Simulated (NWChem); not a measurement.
# Si2H4O3F2 (SMILES O[SiH](O)O[SiH](F)F) at 3 levels

Wanted: a comparison of 3 runs (HF/def2-SVP, BLYP/6-31G*, PBE0/def2-SVP) of Si2H4O3F2. 

The calculation is run with NWChem 7.3.0.

**1. The molecule**

Si2H4O3F2: 11 atoms, total charge 0, spin state singlet. As SMILES, `O[SiH](O)O[SiH](F)F`. The shape is that of a PBE0-D4/def2-TZVP optimisation. This is one conformer, not always the lowest.

Bond lengths: O1–Si2 1.634 Å, Si2–O3 1.629 Å, Si2–O4 1.634 Å, O4–Si5 1.602 Å, Si5–F6 1.588 Å, Si5–F7 1.579 Å, O1–H8 0.958 Å, Si2–H9 1.470 Å, O3–H10 0.959 Å, Si5–H11 1.464 Å. Some angles: O1–Si2–O3 113.1°, O1–Si2–O4 104.0°, O3–Si2–O4 111.8°, Si2–O4–Si5 145.4°, O4–Si5–F6 109.0°, O4–Si5–F7 109.6°, F6–Si5–F7 106.9°, O1–Si2–H9 112.9°, O3–Si2–H9 105.8°, O4–Si2–H9 109.3°.

**2. Energy and forces at HF/def2-SVP (run 1)**

File test.xyz:

```xyz
11

O     -1.618200    -1.053900    -0.917400
Si    -1.213600     0.143600     0.117600
O     -1.082500    -0.361100     1.661200
O      0.209700     0.700800    -0.461000
Si     1.799600     0.502700    -0.466700
F      2.177000    -0.676200     0.528200
F      2.498500     1.807400     0.083100
H     -2.420900    -1.546300    -0.741100
H     -2.192700     1.239400     0.135900
H     -0.417200    -1.016700     1.880400
H      2.325800     0.203300    -1.799500
```

File run.py:

```python
from ase.io import read
from ase.calculators.nwchem import NWChem

molecule = read('test.xyz')

calc = NWChem(
    label='test',
    theory='scf',
    memory='2200 mb',
    basis='def2-SVP',
    basispar='spherical bse',
    scf={'nopen': '0', 'rhf': None, 'thresh': '1e-08', 'maxiter': '80'},
)
molecule.calc = calc

forces = molecule.get_forces()
e = molecule.get_potential_energy()
print(f"E = {e:.6f} eV")
print("forces (eV/A):")
for s, f in zip(molecule.symbols, forces):
    print(f"{s:2s} {f[0]:10.5f} {f[1]:10.5f} {f[2]:10.5f}")
print("dipole (e A):", molecule.get_dipole_moment().round(4))
```

Started as:

```
export ASE_NWCHEM_COMMAND="nwchem PREFIX.nwi > PREFIX.nwo"
python run.py
```

What it wrote:

```text
E = -27305.950175 eV
forces (eV/A):
O    -0.78794   -0.60637    0.23479
Si   -0.59932    0.59300   -0.10572
O     0.71677   -0.74968    0.22816
O     0.15468   -0.01815    0.12640
Si    0.09457   -0.01111   -0.92015
F     0.03908   -0.30277    0.31424
F     0.23387    0.36325    0.22934
H     0.65784    0.34509   -0.23135
H     0.09683   -0.16995   -0.03882
H    -0.55330    0.52409   -0.07101
H    -0.05312    0.03260    0.23418
dipole (e A): [-0.3024 -0.3869 -0.1225]
```

The calculator wrote test.nwi:

```
title "test"

permanent_dir test

scratch_dir test

start test

geometry units angstrom nocenter noautosym noautoz
  O  -1.6182000000000001e+00 -1.0539000000000001e+00 -9.1739999999999999e-01
  Si -1.2136000000000000e+00 1.4360000000000001e-01 1.1760000000000000e-01
  O  -1.0825000000000000e+00 -3.6109999999999998e-01 1.6612000000000000e+00
  O  2.0970000000000000e-01 7.0079999999999998e-01 -4.6100000000000002e-01
  Si 1.7996000000000001e+00 5.0270000000000004e-01 -4.6670000000000000e-01
  F  2.1770000000000000e+00 -6.7620000000000002e-01 5.2820000000000000e-01
  F  2.4984999999999999e+00 1.8073999999999999e+00 8.3099999999999993e-02
  H  -2.4209000000000001e+00 -1.5463000000000000e+00 -7.4109999999999998e-01
  H  -2.1926999999999999e+00 1.2394000000000001e+00 1.3589999999999999e-01
  H  -4.1720000000000002e-01 -1.0166999999999999e+00 1.8804000000000001e+00
  H  2.3258000000000001e+00 2.0330000000000001e-01 -1.7995000000000001e+00
end

memory 2200 mb

basis spherical bse noprint
   * library def2-SVP
end

scf
  nopen 0
  rhf
  thresh 1e-08
  maxiter 80
end

task scf gradient
```

test.nwo:

```text
Northwest Computational Chemistry Package (NWChem) 7.3.0
             --------------------------------------------------------

           Job information
           ---------------

    nwchem branch   = 7.3.0
    use scalapack   = T
    input           = test.nwi
    prefix          = test.
    data base       = test/test.db
    status          = startup
    nproc           =        1

           Memory information
           ------------------

    heap     =     72089596 doubles =      550.0 Mbytes
    stack    =     72089601 doubles =      550.0 Mbytes
    global   =    144179200 doubles =     1100.0 Mbytes (distinct from heap & stack)
    total    =    288358397 doubles =     2200.0 Mbytes
    verify   = yes
    hardfail = no

[... 139 lines left out ...]
 Convergence threshold     :          1.000E-08
[... 12 lines left out ...]
       Final RHF  results
[... 3 lines left out ...]
      One-electron energy =  -2408.457901140504
[... 1 line left out ...]
 Nuclear repulsion energy =    509.337956832907
[... 55 lines left out ...]
                       ROHF Final Molecular Orbital Analysis
[... 311 lines left out ...]
                         RHF ENERGY GRADIENTS

    atom               coordinates                        gradient
                 x          y          z           x          y          z
   1 O      -3.057955  -1.991582  -1.733635    0.015323   0.011792  -0.004566
   2 Si     -2.293371   0.271365   0.222232    0.011655  -0.011532   0.002056
   3 O      -2.045628  -0.682380   3.139213   -0.013939   0.014579  -0.004437
[... 7 lines of this table left out ...]
  11 H       4.395125   0.384181  -3.400562    0.001033  -0.000634  -0.004554

                 ----------------------------------------
                 |  Time  |  1-e(secs)   |  2-e(secs)   |
                 ----------------------------------------
                 |  CPU   |       0.01   |       4.31   |
                 ----------------------------------------
                 |  WALL  |       0.01   |       4.31   |
                 ----------------------------------------

 Task  times  cpu:       25.3s     wall:       25.3s
 Total times  cpu:       25.3s     wall:       25.3s
```

Run time: 26 s. Hardware: 1 thread of Intel Xeon Platinum 8488C (Sapphire Rapids), shared host; peak memory 0.1 GiB.

**3. Energy and forces at BLYP/6-31G(d) (spherical functions) (run 2)**

File a.nw:

```
start a
title "F2H4O3Si2 BLYP"
memory total 2200 mb

geometry units angstroms noautosym nocenter noautoz
   O     -1.618200    -1.053900    -0.917400
   Si    -1.213600     0.143600     0.117600
   O     -1.082500    -0.361100     1.661200
   O      0.209700     0.700800    -0.461000
   Si     1.799600     0.502700    -0.466700
   F      2.177000    -0.676200     0.528200
   F      2.498500     1.807400     0.083100
   H     -2.420900    -1.546300    -0.741100
   H     -2.192700     1.239400     0.135900
   H     -0.417200    -1.016700     1.880400
   H      2.325800     0.203300    -1.799500
end

basis spherical bse
   O library 6-31G*
   Si library 6-31G*
   F library 6-31G*
   H library 6-31G*
end

dft
   xc becke88 lyp
   mult 1
   grid fine
   convergence energy 1e-08
   iterations 100
   mulliken
   noprint "final vectors analysis"
end

task dft gradient
```

Started as:

```
nwchem a.nw > a.out
```

What it wrote:

```text
[...]
          Wavefunction type:  closed shell.
          No. of atoms     :    11
          No. of electrons :    74
[...]
          Charge           :     0
          Spin multiplicity:     1
[...]
          AO basis - number of functions:   114
[...]
              XC Information
              --------------
                    Becke 1988 Exchange Functional  1.000
              Lee-Yang-Parr Correlation Functional  1.000
[...]
 d= 0,ls=0.0,diis     1  -1006.7507845026 -1.52D+03  1.87D-02  1.72D+00     4.3
[...]
 d= 0,ls=0.0,diis    10  -1006.9299866519 -5.67D-09  5.32D-07  1.20D-08    33.1
         Total DFT energy =    -1006.929986651932
      One electron energy =    -2410.079135396992
           Coulomb energy =      984.166721396739
    Exchange-Corr. energy =      -90.355529484587
 Nuclear repulsion energy =      509.337956832908
[...]
  wavefunction    = closed shell
                         DFT ENERGY GRADIENTS
    atom               coordinates                        gradient
                 x          y          z           x          y          z
   1 O      -3.057955  -1.991582  -1.733635   -0.009473   0.007640   0.018679
   2 Si     -2.293371   0.271365   0.222232    0.012023  -0.010611   0.000442
   3 O      -2.045628  -0.682380   3.139213    0.011271  -0.005905  -0.019235
   4 O       0.396276   1.324320  -0.871164    0.006236  -0.010631   0.008559
   5 Si      3.400751   0.949965  -0.881935   -0.007100   0.005116   0.017268
   6 F       4.113933  -1.277833   0.998153   -0.005107   0.018385  -0.014986
   7 F       4.721480   3.415491   0.157036   -0.011506  -0.021509  -0.008469
   8 H      -4.574838  -2.922083  -1.400476    0.014851   0.008889  -0.003509
   9 H      -4.143602   2.342126   0.256814    0.002540  -0.003695  -0.000904
  10 H      -0.788394  -1.921284   3.553441   -0.012464   0.011561  -0.003344
  11 H       4.395125   0.384181  -3.400562   -0.001272   0.000760   0.005498
[...]
```

Wall time 42 s (1 thread of Intel Xeon Platinum 8488C (Sapphire Rapids), shared host); peak memory 0.13 GiB.

**4. Energy and gradient at PBE0/def2-SVP (run 3)**

File geom.xyz:

```xyz
11

O     -1.618200    -1.053900    -0.917400
Si    -1.213600     0.143600     0.117600
O     -1.082500    -0.361100     1.661200
O      0.209700     0.700800    -0.461000
Si     1.799600     0.502700    -0.466700
F      2.177000    -0.676200     0.528200
F      2.498500     1.807400     0.083100
H     -2.420900    -1.546300    -0.741100
H     -2.192700     1.239400     0.135900
H     -0.417200    -1.016700     1.880400
H      2.325800     0.203300    -1.799500
```

File geom.nw:

```
start geom
memory total 2200 mb
geometry units angstroms noautosym nocenter noautoz
   load format xyz geom.xyz
end
basis spherical bse
   O library def2-SVP
   Si library def2-SVP
   F library def2-SVP
   H library def2-SVP
end
dft
   xc pbe0
   grid fine
   convergence energy 1e-08
   maxiter 100
   mulliken
end
task dft gradient
```

Started as:

```
nwchem geom.nw > geom.out
```

What it wrote:

```text
[...]
          Wavefunction type:  closed shell.
          No. of atoms     :    11
          No. of electrons :    74
[...]
          Charge           :     0
          Spin multiplicity:     1
[...]
          AO basis - number of functions:   126
[...]
              XC Information
              --------------
                         PBE0 Method XC Functional
                     Hartree-Fock (Exact) Exchange  0.250
          PerdewBurkeErnzerhof Exchange Functional  0.750
            Perdew 1991 LDA Correlation Functional  1.000 local
           PerdewBurkeErnz. Correlation Functional  1.000 non-local
[...]
 d= 0,ls=0.0,diis     1  -1005.7045259996 -1.52D+03  1.30D-02  1.60D+00     3.3
[...]
 d= 0,ls=0.0,diis     8  -1005.8716575943  7.96D-09  2.14D-06  2.73D-07    23.6
         Total DFT energy =    -1005.871657594298
      One electron energy =    -2409.210101885225
           Coulomb energy =      983.712539440383
    Exchange-Corr. energy =      -89.712051982364
 Nuclear repulsion energy =      509.337956832908
[...]
  wavefunction    = closed shell
                         DFT ENERGY GRADIENTS
    atom               coordinates                        gradient
                 x          y          z           x          y          z
   1 O      -3.057955  -1.991582  -1.733635    0.000048   0.008281   0.007779
   2 Si     -2.293371   0.271365   0.222232    0.012246  -0.007341  -0.000319
   3 O      -2.045628  -0.682380   3.139213    0.000349   0.002244  -0.011125
   4 O       0.396276   1.324320  -0.871164    0.002167  -0.006349   0.004278
   5 Si      3.400751   0.949965  -0.881935   -0.002153   0.003481   0.019281
   6 F       4.113933  -1.277833   0.998153   -0.003890   0.014788  -0.012937
   7 F       4.721480   3.415491   0.157036   -0.009398  -0.017261  -0.007761
   8 H      -4.574838  -2.922083  -1.400476    0.002719   0.001512  -0.000319
   9 H      -4.143602   2.342126   0.256814    0.001413  -0.001851  -0.000174
  10 H      -0.788394  -1.921284   3.553441   -0.002553   0.002068  -0.000793
  11 H       4.395125   0.384181  -3.400562   -0.000948   0.000428   0.002091
[...]
```

Wall time 31 s (1 thread of Intel Xeon Platinum 8488C (Sapphire Rapids), shared host); peak memory 0.13 GiB.

**5. The series**

| run | level | iteration cap | module | energy (Eh) | dipole moment (D) | HOMO energy (eV) | LUMO energy (eV) | wall time |
| --- | --- | --- | --- | --- | --- | --- | --- | --- |
| 1 | HF/def2-SVP | 80 | scf | -1003.475168 | 2.43 | -13.48 | 4.31 | 26 s |
| 2 | BLYP/6-31G* (spherical functions) | 100 | dft | -1006.929987 | 2.21 | – | – | 42 s |
| 3 | PBE0/def2-SVP | 100 | dft | -1005.871658 | 2.32 | -9.24 | 1.12 | 31 s |

**6. Outcome**

| quantity | value |
| --- | --- |
| run 3: total energy | -1005.87166 Eh |
| run 3: dipole moment | 2.32 D |
| run 3: HOMO energy | -9.24 eV |
| run 3: LUMO energy | 1.12 eV |
| run 3: HOMO–LUMO gap | 10.36 eV |
| run 3: largest force on an atom | 1.087 eV/Å |

**Reading.** The dipole moment (its size) runs from 2.21 D (BLYP/6-31G*) to 2.43 D (HF/def2-SVP). The two ends differ in method and basis. Totals of different functionals can't be ranked against each other. All runs together took 99 s, the longest 42 s.
